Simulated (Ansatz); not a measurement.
# CH₆F₂Si₂: up Jacob's ladder to CCSD(T)

An exercise on one series of results from a longer session: the logs are not shown, and one member is left open.

Method: functionals in def2-TZVPP, the program's frozen cores in correlated methods; program: Ansatz 0.2.0, Gaussian basis.

Levels to be run: PBE-D4, r2SCAN-D4, PBE0-D4, B3LYP-D4, ωB97X-V, ωB97M-V, B2PLYP; CCSD(T)/def2-TZVPP; MP2/def2-QZVPP; extrapolation to the limit.

## The geometry

All runs share one geometry, relaxed beforehand with PBE0-D4 in a triple-zeta def2 set.

11 atoms, charge 0, spin multiplicity 1.

Atoms are counted from 1 here; the program's logs count them from 0.

Bond lengths: F1–C2 1.391 Å, C2–Si3 1.901 Å, C2–H6 1.095 Å, C2–H7 1.095 Å, Si3–Si4 2.344 Å, Si3–H8 1.489 Å, Si3–H9 1.490 Å, Si4–F5 1.608 Å, Si4–H10 1.487 Å, Si4–H11 1.485 Å. Angles: F1–C2–Si3 109.9°, F1–C2–H6 108.2°, F1–C2–H7 108.2°, Si3–C2–H6 111.0°, Si3–C2–H7 111.5°, H6–C2–H7 108.0°, C2–Si3–Si4 110.1°, C2–Si3–H8 110.0°, C2–Si3–H9 107.9°, Si4–Si3–H8 109.3°, Si4–Si3–H9 110.7°, H8–Si3–H9 108.9°, Si3–Si4–F5 108.5°, Si3–Si4–H10 111.5°, Si3–Si4–H11 112.0°, F5–Si4–H10 107.8°, F5–Si4–H11 107.9°, H10–Si4–H11 109.0°.

Geometry (Å):

```mol
CH6F2Si2
  3D, bonds by distance, orders not assigned

 11 10  0  0  0  0  0  0  0  0999 V2000
   -1.8258    1.3091   -0.1244 F   0  0
   -0.6520    1.3333   -0.8701 C   0  0
    0.1864   -0.3715   -0.8119 Si  0  0
    0.5242   -1.0291    1.4125 Si  0  0
    1.3860    0.1076    2.1554 F   0  0
    0.0025    2.1059   -0.4538 H   0  0
   -0.9048    1.6216   -1.8954 H   0  0
   -0.6663   -1.3805   -1.4981 H   0  0
    1.4852   -0.2665   -1.5339 H   0  0
    1.2869   -2.3026    1.4935 H   0  0
   -0.7569   -1.1841    2.1465 H   0  0
  1  2  8  0
  2  3  8  0
  3  4  8  0
  4  5  8  0
  2  6  8  0
  2  7  8  0
  3  8  8  0
  3  9  8  0
  4 10  8  0
  4 11  8  0
M  END
```

Set-up of the first run:

Input file in.yaml:

```yaml
crystal:
  periodic: [false, false, false]
  atoms:
    - {symbol: F, position_ang: [-1.825850, 1.309142, -0.124415]}
    - {symbol: C, position_ang: [-0.651968, 1.333327, -0.870057]}
    - {symbol: Si, position_ang: [0.186359, -0.371465, -0.811908]}
    - {symbol: Si, position_ang: [0.524168, -1.029130, 1.412512]}
    - {symbol: F, position_ang: [1.385997, 0.107623, 2.155401]}
    - {symbol: H, position_ang: [0.002541, 2.105856, -0.453778]}
    - {symbol: H, position_ang: [-0.904798, 1.621581, -1.895416]}
    - {symbol: H, position_ang: [-0.666328, -1.380498, -1.498083]}
    - {symbol: H, position_ang: [1.485186, -0.266535, -1.533854]}
    - {symbol: H, position_ang: [1.286879, -2.302605, 1.493548]}
    - {symbol: H, position_ang: [-0.756885, -1.184096, 2.146548]}
basis:
  gaussian: {orbitals: def2-TZVPP}
hamiltonian: {xc: pbe, dispersion: d4}
output: {forces: true, orbitals: {seedname: orbitals}}
```

Launch:

```sh
ansatz run in.yaml --threads 4 --pin off --events-out ev --progress --plain --max-ram 10444MiB
```

Among the steps run: PBE-D4 (GGA); r2SCAN-D4 (meta-GGA); PBE0-D4 (hybrid); B3LYP-D4 (hybrid); ωB97X-V (range-separated); ωB97M-V (range-separated); B2PLYP (double hybrid); CCSD(T) in def2-TZVPP; MP2 in def2-QZVPP.

One table of the session follows, with a row left open; its other results are not shown here.

It belongs to the step «Atomisation energies». 

| method | atomisation energy (eV) |
| --- | --- |
| PBE-D4 | 38.952 |
| r2SCAN-D4 | 38.736 |
| PBE0-D4 | 38.391 |
| B3LYP-D4 | ? |
| ωB97X-V | 38.979 |
| ωB97M-V | 38.742 |
| B2PLYP | 38.215 |
| HF/def2-TZVPP | 28.903 |
| MP2/def2-TZVPP | 38.168 |
| CCSD/def2-TZVPP | 37.290 |
| CCSD(T)/def2-TZVPP | 37.744 |
| MP2/CBS | 39.228 |
| CCSD(T)/CBS | 38.804 |

**Question.** Estimate the row for B3LYP-D4.

**Answer.** atomisation energy (eV): 38.626. In the column «atomisation energy (eV)» it lies between PBE0-D4 (38.391) and r2SCAN-D4 (38.736).
